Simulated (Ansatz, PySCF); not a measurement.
## Tl2F2 in two programs

Tl2F2 (singlet), relaxed with PySCF 2.14.0, RKS B3LYP, Tl def2-SVP with ECP60, F def2-SVP; non-relativistic Hamiltonian with scalar-relativistic core potentials where named; density fitting; no spin-orbit coupling:

```xyz
4

Tl    0.0000    0.0000    1.8475
Tl    0.0000    0.0000   -1.8475
F     1.3933    0.0000    0.0000
F    -1.3933    0.0000    0.0000
```

There the HOMO–LUMO gap is 5.68 eV. 

The same geometry by Ansatz 0.2.0 (PBE, PAW, a periodic box with 9 Å of vacuum):

| spin-orbit coupling | gap (eV) | largest force component (eV/Å) |
| --- | --- | --- |
| without | 4.50 | 0.27 |

(1) What does the run with spin-orbit coupling give?

The spin-orbit runs use fully relativistic datasets of their own, so changes of a few hundredths of an eV needn't come from the coupling.

A frequency check found unstable modes (1, the lowest at -5 cm⁻¹), so the relaxed geometry is a saddle point, or these are noise.

The two programs differ in functional, so their gaps don't test each other.

Answers

(1) gap (eV): 4.25, largest force component (eV/Å): 0.22. It took 11 s on 2 threads of Arm Neoverse V2, on a shared host, peak memory 1.6 GiB.
